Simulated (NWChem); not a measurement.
# SiH3F (SMILES F[SiH3]) at BP86/pcseg-0

What is the electronic atomisation energy of SiH3F at BP86/pcseg-0? 

The calculation is run with NWChem 7.3.0.

6 further runs of the same task are left out: 6 that didn't finish.

### Step 1. The structure to begin with

SiH3F: 5 atoms, total charge 0, spin state singlet. SMILES: `F[SiH3]`. The shape is that of a PBE0-D4/def2-TZVP optimisation.

Bond lengths: F1–Si2 1.600 Å, Si2–H3 1.482 Å, Si2–H4 1.482 Å, Si2–H5 1.482 Å. Angles: F1–Si2–H3 108.3°, F1–Si2–H4 108.3°, F1–Si2–H5 108.3°, H3–Si2–H4 110.6°, H3–Si2–H5 110.6°, H4–Si2–H5 110.6°.

### Step 2. The energy at BP86/pcseg-0 (run 1)

The input, fh3si.nw:

```
start fh3si
title "FH3Si"
memory 2200 mb

geometry units angstroms noautosym nocenter noautoz
  F     -1.274600     0.162800     0.858000
  Si     0.043300    -0.019300    -0.030700
  H     -0.367800    -0.192600    -1.443700
  H      0.768600    -1.217900     0.451600
  H      0.880500     1.193400     0.123400
end

basis "ao basis" spherical bse
  * library pcseg-0
end

dft
  xc becke88 perdew86
  grid fine
  convergence energy 1e-08
  maxiter 100
  mulliken
  print low
end

task dft energy
```

Run with:

```sh
nwchem fh3si.nw > fh3si.out
```

The log of the run:

```text
[...]
 d= 0,ls=0.0,diis     1   -390.4805094879 -4.54D+02  6.74D-02  4.02D-01     0.4
[...]
 d= 0,ls=0.0,diis     8   -390.5380964202 -4.92D-10  3.34D-06  1.93D-08     1.6
         Total DFT energy =     -390.538096420156
      One electron energy =     -666.408258292394
           Coulomb energy =      245.298574135209
    Exchange-Corr. energy =      -32.471224053578
 Nuclear repulsion energy =       63.042811790608
[...]
      Total Density - Mulliken Population Analysis
     ---------------------------------------------
    Atom       Charge   Shell Charges
 -----------   ------   -------------------------------------------------------
    1 F    9     9.46   1.98  1.02  0.98  2.44  3.04
    2 Si  14    13.25   2.00  2.00  0.99  0.26  5.80  1.03  1.17
    3 H    1     1.10   0.59  0.50
    4 H    1     1.10   0.59  0.50
    5 H    1     1.10   0.59  0.50
[...]
```

Wall time 2.3 s (1 thread of Intel Xeon at 2.60GHz (Ice Lake), shared host); peak memory 0.11 GiB.

### Step 3. The F atom at the same level (run 2)

The input, f.nw:

```
start f
memory 2200 mb
geometry units angstroms noautosym nocenter noautoz
   F        0.000000       0.000000       0.000000
end
basis spherical bse
   * library pcseg-0
end
dft
   xc becke88 perdew86
   mult 2
   grid fine
   convergence energy 1e-08
   iterations 100
   mulliken
   print low
end
task dft energy
```

Run the same way, it converges to -99.43725 Eh (log not shown).

Run 3 isn't shown in full; the table further down has it.

### Step 4. The Si atom (run 4)

The input, job.nw:

```
echo
start job
title "Si BP86"
memory stack 880 mb heap 220 mb global 1100 mb

geometry units angstroms noautosym nocenter noautoz
Si    0.000000    0.000000    0.000000
end

basis spherical bse
Si library pcseg-0
end

dft
xc becke88 perdew86
mult 3
grid fine
convergence energy 1e-08
iterations 100
mulliken
noprint "final vectors analysis"
end

task dft
```

Run the same way, it converges to -289.06601 Eh (log not shown).

### Step 5. All runs side by side

```
run          level  partner  energy (Eh)  wall time
  1   BP86/pcseg-0     base  -390.538096      2.3 s
  2  UBP86/pcseg-0    atoms   -99.437248     0.68 s
  3  UBP86/pcseg-0    atoms    -0.496897     0.56 s
  4  UBP86/pcseg-0    atoms  -289.066007      1.1 s
```

### Step 6. Summary of results

Level: BP86/pcseg-0.

```
                     quantity          value
        Si atom: total energy  -289.06601 Eh
                Si atom: ⟨S²⟩          2.000
electronic atomisation energy      14.807 eV
```

What this shows: Taking the molecule apart into free atoms costs 14.81 eV (1429 kJ/mol), before zero-point energy and without spin-orbit coupling. The basis has no polarisation functions, which makes bonds too weak. All runs together took 4.6 s, the longest 2.3 s.
